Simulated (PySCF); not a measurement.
# TeO₂Cl₂: one geometry, many levels of theory

How much do the numbers for TeO₂Cl₂ (singlet) hang on the method? All levels run at one geometry, the PBE0 minimum.

Method: several methods, basis Te def2-SVP with ECP28, O def2-SVP, Cl def2-SVP, scalar-relativistic core potentials, no spin–orbit coupling, density fitting; program: PySCF 2.14.0.

**1. The starting structure**

5 atoms, charge 0, spin multiplicity 1.

Bond lengths: Te1–O2 1.799 Å, Te1–O3 1.799 Å, Te1–Cl4 2.341 Å, Te1–Cl5 2.341 Å. Angles: O2–Te1–O3 125.6°, O2–Te1–Cl4 107.5°, O2–Te1–Cl5 107.5°, O3–Te1–Cl4 107.5°, O3–Te1–Cl5 107.5°, Cl4–Te1–Cl5 97.5°.

```xyz
5
charge 0 multiplicity 1
Te    0.0000    0.0000   -0.3523
O     0.0000    1.5996   -1.1751
O     0.0000   -1.5996   -1.1751
Cl    1.7604    0.0000    1.1905
Cl   -1.7604    0.0000    1.1905
```

**2. PBE0**

The steps are one call of a driver around PySCF; scf.py gives each level's set-up. Each SCF starts from the density of the minimum. The driver also runs the species with one electron less or more at the same geometry (one less: multiplicity 2, one more: multiplicity 2); their logs are not shown.

Contents of scf.py:

```python
from pyscf import gto, scf, dft
mol = gto.M(atom='''
Te    -0.000000     0.000000    -0.352258
O      0.000000     1.599628    -1.175123
O     -0.000000    -1.599628    -1.175123
Cl     1.760367    -0.000000     1.190540
Cl    -1.760367     0.000000     1.190540''',
    basis={'Te': 'def2-SVP', 'O': 'def2-SVP', 'Cl': 'def2-SVP'},
    ecp={'Te': 'def2-SVP'},
    charge=0, spin=0)
mf = dft.RKS(mol, xc='PBE0')
mf.grids.atom_grid = (99, 590)
aux = {'Te': 'def2-universal-JKFIT', 'O': 'def2-universal-JKFIT', 'Cl': 'def2-universal-JKFIT'}
mf = mf.density_fit(auxbasis=aux)
mf.kernel()
```

**3. HF**

scf.py: that of step 2 with these lines changed.

```diff
@@ -11,2 +11 @@
-mf = dft.RKS(mol, xc='PBE0')
-mf.grids.atom_grid = (99, 590)
+mf = scf.RHF(mol)
```

**4. MP2**

scf.py: that of step 3 with these lines changed.

```diff
@@ -14,0 +15,2 @@
+from pyscf.mp import dfmp2
+dfmp2.DFMP2(mf, frozen=16).kernel()  # the driver gives MP2 a fitting basis of its own (RI)
```

**5. PBE**

scf.py: that of step 4 with these lines changed.

```diff
@@ -11 +11,2 @@
-mf = scf.RHF(mol)
+mf = dft.RKS(mol, xc='PBE')
+mf.grids.atom_grid = (99, 590)
@@ -15,2 +15,0 @@
-from pyscf.mp import dfmp2
-dfmp2.DFMP2(mf, frozen=16).kernel()  # the driver gives MP2 a fitting basis of its own (RI)
```

**6. CCSD(T)**

scf.py: that of step 5 with these lines changed.

```diff
@@ -11,2 +11 @@
-mf = dft.RKS(mol, xc='PBE')
-mf.grids.atom_grid = (99, 590)
+mf = scf.RHF(mol)
@@ -15,0 +15,3 @@
+from pyscf import cc
+mycc = cc.CCSD(mf, frozen=16).run()
+mycc.ccsd_t()
```

**7. r2SCAN**

scf.py: that of step 6 with these lines changed.

```diff
@@ -11 +11,2 @@
-mf = scf.RHF(mol)
+mf = dft.RKS(mol, xc='R2SCAN')
+mf.grids.atom_grid = (99, 590)
@@ -15,3 +15,0 @@
-from pyscf import cc
-mycc = cc.CCSD(mf, frozen=16).run()
-mycc.ccsd_t()
```

(Steps that only read results are left out.)

What does the calculation give? Wanted: atomisation energy, range; vertical ionisation energy, CCSD(T); vertical electron affinity, range; orbital gap, range; T1, D1; T1, D1 of the cation.

The runs gave:

| quantity | value |
| --- | --- |
| atomisation energy, range | 126 (HF) to 1171 (PBE) kJ/mol |
| vertical ionisation energy, CCSD(T) | 11.18 eV |
| vertical electron affinity, range | 1.65 (MP2) to 2.41 (PBE0) eV |
| orbital gap, range | 2.51 (PBE) to 13.03 (HF) eV |
| T1, D1 | 0.023, 0.095 |
| T1, D1 of the cation | 0.042, 0.300 |

What this shows: The atomisation energy spreads over 1045 kJ/mol, from HF to PBE; without a CCSD(T) value for it there is no yardstick here. For the vertical ionisation energy, r2SCAN comes nearest to CCSD(T) (+0.12 eV) and MP2 is farthest (+1.26 eV). In so small a basis CCSD(T) is itself short of its limit. CCSD(T) took 3.2 min, about 8 times as long as r2SCAN (24 s), which misses it by 0.12 eV. The PBE orbital energy is a poor guide to ionisation (7.8 eV, 3.4 eV too small); the difference of PBE energies gives 11.0 eV. T1 is large, so single-reference CCSD(T) is itself in doubt here. Spin contamination is strong in at least one of the open-shell species at HF, MP2, CCSD(T). Without diffuse functions electron affinities tend to come out too low.  Spin–orbit coupling is left out.
